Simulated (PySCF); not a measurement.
# C₄H₁₀AlNSi: magnetic properties

Wanted: magnetic properties for C₄H₁₀AlNSi (`[SiH3]C#[N+][AlH2-][CH]1CC1`).

Computed with PySCF 2.14.0 and routines of our own; the level stands in each step. Atoms count from 0.

## (1) The system as given

17 atoms, charge 0, multiplicity 1; geometry from: GFN2-xTB.

## (2) Magnetic properties: GIAO KT3/pcSseg-1

What the job is given:

```
{"job": {"kind": "mag", "xc": "KT3", "basis": "pcSseg-1", "isotopologues": 2}, "charge": 0, "multiplicity": 1}
Si     3.302333    -1.025146     0.522104
C      2.042807     0.057869    -0.351131
N      1.247371     0.689896    -0.893771
Al    -0.521646     1.541825    -0.844720
C     -1.466333    -0.174178    -0.403030
C     -2.620778     0.165083     0.520911
C     -1.415747    -0.512937     1.068500
H      3.889886    -1.823014    -0.551026
H      4.249846    -0.099249     1.136222
H      2.558173    -1.820070     1.492912
H     -0.327975     2.447750     0.422730
H     -0.710689     2.252156    -2.207542
H     -1.663213    -1.039108    -1.037490
H     -2.764491     1.207327     0.790220
H     -3.545534    -0.390542     0.440042
H     -0.762961     0.080890     1.700034
H     -1.498047    -1.546523     1.378403
```

Method: GIAO KT3/pcSseg-1 magnetisability, rotational g tensor and spin-rotation constants, non-relativistic, gas phase.

Started as:

```
> OMP_NUM_THREADS=1 python excited_run.py task.json out
```

This one command runs all jobs of the session in turn.

Standard output:

```text
coarse grid: 14856 points
cycle   1  E = -752.6330662598  dE =  4.735e-01  |g| = 6.196e-01  |ddm| = 3.680e+00
cycle   2  E = -751.7076688483  dE =  9.254e-01  |g| = 1.748e+00  |ddm| = 3.084e+00
cycle   3  E = -752.7315261547  dE = -1.024e+00  |g| = 2.333e-01  |ddm| = 2.838e+00
cycle   4  E = -752.7469051487  dE = -1.538e-02  |g| = 1.043e-01  |ddm| = 3.574e-01
cycle   5  E = -752.7490273782  dE = -2.122e-03  |g| = 5.632e-02  |ddm| = 1.296e-01
cycle   6  E = -752.7496590295  dE = -6.317e-04  |g| = 2.773e-02  |ddm| = 5.681e-02
cycle   7  E = -752.7498395927  dE = -1.806e-04  |g| = 5.277e-03  |ddm| = 1.932e-02
cycle   8  E = -752.7498468118  dE = -7.219e-06  |g| = 1.544e-03  |ddm| = 6.717e-03
final grid: 133360 points
cycle   9  E = -752.7768895855  dE = -2.234e-04  |g| = 1.522e-02  |ddm| = 5.038e-02
cycle  10  E = -752.7768334213  dE =  5.616e-05  |g| = 1.948e-02  |ddm| = 1.885e-02
cycle  11  E = -752.7768610486  dE = -2.763e-05  |g| = 1.511e-02  |ddm| = 1.838e-02
cycle  12  E = -752.7769122753  dE = -5.123e-05  |g| = 1.534e-03  |ddm| = 8.950e-03
cycle  13  E = -752.7769129085  dE = -6.332e-07  |g| = 2.523e-04  |ddm| = 1.631e-03
cycle  14  E = -752.7769129236  dE = -1.518e-08  |g| = 8.021e-05  |ddm| = 3.587e-04
cycle  15  E = -752.7769129253  dE = -1.684e-09  |g| = 2.708e-05  |ddm| = 1.133e-04
cycle  16  E = -752.7769129255  dE = -2.269e-10  |g| = 8.461e-06  |ddm| = 3.894e-05
converged SCF energy = -752.7769129255

Magnetisability tensor (1e-30 J/T^2)
    -1380.81      -14.31      -50.01
      -14.31    -1428.35        4.36
      -50.01        4.36    -1311.47
isotropic -1373.54   principal values   -1433.39  -1402.72  -1284.52
isotropic susceptibility -82.717 1e-6 cm^3/mol

Inertial axes            a          b          c
rot. const./GHz      3.0078     0.8272     0.6833
chi total           -83.255    -82.680    -82.214
chi diamagnetic    -539.977  -1563.362  -1862.499
chi paramagnetic    456.722   1480.681   1780.284
quadrupole/D A       15.578    -10.235     -5.343
g nuclear            0.6062     0.5703     0.5662
g electronic        -0.6454    -0.5754    -0.5715
g total             -0.0392    -0.0051    -0.0053

Spin-rotation constants (kHz, H = +C I.J)
atom  isotope        aa         bb         cc
  2    14N        0.251      0.126      0.148
  3   27Al        1.866      0.410      0.379
  7     1H       -0.194     -0.079      0.003
  8     1H       -0.189     -0.069     -0.007
  9     1H       -0.263      0.024     -0.064
 10     1H       -0.221     -0.067      0.016
 11     1H       -0.180      0.001     -0.043
 12     1H       -0.330     -0.087      0.002
 13     1H       -0.234     -0.064     -0.032
 14     1H       -0.089     -0.066     -0.059
 15     1H       -0.210     -0.086     -0.023
 16     1H       -0.278     -0.006     -0.069
  0   29Si*      -1.506     -0.410     -0.341
  1    13C*       0.555      0.283      0.285
  4    13C*       0.364      0.103      0.092
  5    13C*       0.534      0.084      0.072
* in the singly substituted isotopologue

Isotopologues: g along a, b, c
2H    at 7,8,9,10,11,12    -0.0324    -0.0043    -0.0046
30Si  at 0                 -0.0391    -0.0052    -0.0053
```

Run time: 36 s. Hardware: 1 thread of Arm Neoverse V2, shared host; peak memory 0.7 GiB.

Key values:

| quantity | value |
| --- | --- |
| magnetisability | -1374·10⁻³⁰ J/T² |
| molar susceptibility | -82.7·10⁻⁶ cm³/mol |
| rotational g (a, b, c) | -0.0392, -0.0051, -0.0053 |

## (3) Magnetic properties: GIAO revPBE/STO-3G in chloroform

Settings changed since step 2:

```diff
@@ -1,2 +1,2 @@
-{"job": {"kind": "mag", "xc": "KT3", "basis": "pcSseg-1", "isotopologues": 2}, "charge": 0, "multiplicity": 1}
+{"job": {"kind": "mag", "xc": "revPBE", "basis": "STO-3G", "solvent": "chloroform"}, "charge": 0, "multiplicity": 1}
 Si     3.302333    -1.025146     0.522104
```

With the program's defaults for keys left out, this is: GIAO revPBE/STO-3G magnetisability, non-relativistic, IEF-PCM chloroform.

Standard output:

```text
coarse grid: 14856 points
cycle   1  E = -736.0008554048  dE =  3.027e-01  |g| = 5.383e-01  |ddm| = 5.076e+00
cycle   2  E = -735.6220139444  dE =  3.788e-01  |g| = 1.280e+00  |ddm| = 2.003e+00
cycle   3  E = -736.0719812059  dE = -4.500e-01  |g| = 2.734e-01  |ddm| = 1.449e+00
cycle   4  E = -736.0924369018  dE = -2.046e-02  |g| = 4.335e-02  |ddm| = 3.329e-01
cycle   5  E = -736.0929933623  dE = -5.565e-04  |g| = 1.478e-02  |ddm| = 7.908e-02
cycle   6  E = -736.0930593517  dE = -6.599e-05  |g| = 2.601e-03  |ddm| = 2.027e-02
cycle   7  E = -736.0930616561  dE = -2.304e-06  |g| = 5.448e-04  |ddm| = 4.514e-03
final grid: 133360 points
cycle   8  E = -736.0460249589  dE = -4.391e-06  |g| = 6.341e-03  |ddm| = 1.789e-02
cycle   9  E = -736.0459739042  dE =  5.105e-05  |g| = 1.538e-02  |ddm| = 2.213e-02
cycle  10  E = -736.0460337972  dE = -5.989e-05  |g| = 3.438e-03  |ddm| = 1.649e-02
cycle  11  E = -736.0460371217  dE = -3.325e-06  |g| = 1.802e-04  |ddm| = 3.926e-03
cycle  12  E = -736.0460371327  dE = -1.103e-08  |g| = 7.501e-05  |ddm| = 4.151e-04
cycle  13  E = -736.0460371344  dE = -1.686e-09  |g| = 1.417e-05  |ddm| = 1.081e-04
cycle  14  E = -736.0460371345  dE = -8.595e-11  |g| = 1.918e-06  |ddm| = 2.679e-05
converged SCF energy = -736.0460371345

Magnetisability tensor (1e-30 J/T^2)
    -1484.83       29.63      -49.59
       29.63    -1474.22       15.50
      -49.59       15.50    -1366.61
isotropic -1441.89   principal values   -1524.69  -1452.58  -1348.40
isotropic susceptibility -86.832 1e-6 cm^3/mol

Inertial axes            a          b          c
rot. const./GHz      3.0078     0.8272     0.6833
chi total           -90.582    -85.596    -84.319
chi diamagnetic    -528.681  -1553.682  -1852.742
chi paramagnetic    438.099   1468.085   1768.423
quadrupole/D A       13.792     -9.277     -4.515
```

It took 6.7 s on 1 thread of Arm Neoverse V2, shared host; peak memory 0.52 GiB.

From this job:

| quantity | value |
| --- | --- |
| magnetisability | -1442·10⁻³⁰ J/T² |
| molar susceptibility | -86.8·10⁻⁶ cm³/mol |

## (4) Summary of results

| quantity | value |
| --- | --- |
| magnetisability (step 2, GIAO KT3/pcSseg-1) | -1374·10⁻³⁰ J/T² |
| molar susceptibility (step 2, GIAO KT3/pcSseg-1) | -82.7·10⁻⁶ cm³/mol |
| rotational g (a, b, c) (step 2, GIAO KT3/pcSseg-1) | -0.0392, -0.0051, -0.0053 |

**Reading.** The geometry comes from tight binding, which is rough for metal atoms, and these values hang on it. Vibrational averaging and real surroundings are missing from these values.
